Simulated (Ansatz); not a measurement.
The system is HPbNO4.

```
H Pb N O
1.0
     3.85404    0.14384    0.09012
    -0.25320    5.52698    0.16471
    -0.48197   -1.92720    5.72025
H Pb N O
1 1 1 4
Direct
  0.10913 0.65718 0.54463
  0.61029 0.52127 0.15100
  0.91580 0.96263 0.95867
  0.01384 0.13639 0.88084
  0.72398 0.01057 0.12858
  0.00389 0.73732 0.87043
  0.11927 0.59324 0.37651
```

The cell was built by a generator and needn't be a form met in nature.

```yaml
Program: Ansatz 0.2.0
Task: relaxation of cell and atoms
Functional: PBEsol
Dispersion: D3(BJ)
Potentials_or_basis: Ansatz PAW soft_1
Cutoff: "420 eV (not typed: the program's choice for these potentials)"
k_mesh: 5 × 4 × 4
Occupations: fermi-dirac, width 0.05 eV
Spin: no spin polarisation
```

At the start: volume 17.65 Å³/atom.

**Question.** Where does the relaxation end?

**Answer.** It ends after 21 steps and the volume is 15.96 Å³/atom (-9.5 %); space group P1 (No. 1, to 0.05 Å).

The path:
```tsv
step	energy change (eV)	largest force (eV/Å)	volume (Å³)
1	0.0000	0.4414	123.55
2	-0.0404	0.2324	110.60
3	-0.0693	0.4993	113.97
4	-0.0802	0.2496	113.61
5	-0.0832	0.1173	114.07
6	-0.0839	0.0654	114.02
7	-0.0843	0.0264	113.99
8	-0.0847	0.0231	113.84
9	-0.0852	0.0214	113.66
10	-0.0852	0.0183	113.67
11	-0.0855	0.0397	113.53
12	-0.0855	0.0165	113.56
13	-0.0855	0.0036	113.54
14	-0.0725	0.0049	113.54
15	-0.0775	0.0525	111.82
16	-0.0768	0.0191	112.22
17	-0.0767	0.0090	112.25
18	-0.0740	0.0093	112.25
19	-0.0752	0.0262	111.87
20	-0.0755	0.0076	111.75
21	-0.0744	0.0075	111.75
```

Final structure:
```yaml
crystal:
  lattice:
    - [3.76558, 0.15349, -0.01934]
    - [-0.23550, 5.45489, 0.16307]
    - [-0.63115, -1.90196, 5.37868]
  atoms:
    - { symbol: H, position: [0.12447, 0.65975, 0.56518] }
    - { symbol: Pb, position: [0.59377, 0.51971, 0.14550] }
    - { symbol: N, position: [0.91297, 0.96309, 0.95304] }
    - { symbol: O, position: [0.00413, 0.13220, 0.86508] }
    - { symbol: O, position: [0.72710, 0.01616, 0.12888] }
    - { symbol: O, position: [0.00365, 0.73430, 0.86760] }
    - { symbol: O, position: [0.13011, 0.59339, 0.38539] }
```

Caveat: the plane-wave basis is chosen anew once the cell has moved, so the energies of steps on either side of that aren't comparable; the pressure holds a Pulay correction of +0.4 GPa for the finite cutoff; the PAW data sets come from PBE, with cores solved anew for the run's functional, which leaves a small shift of forces and pressure.
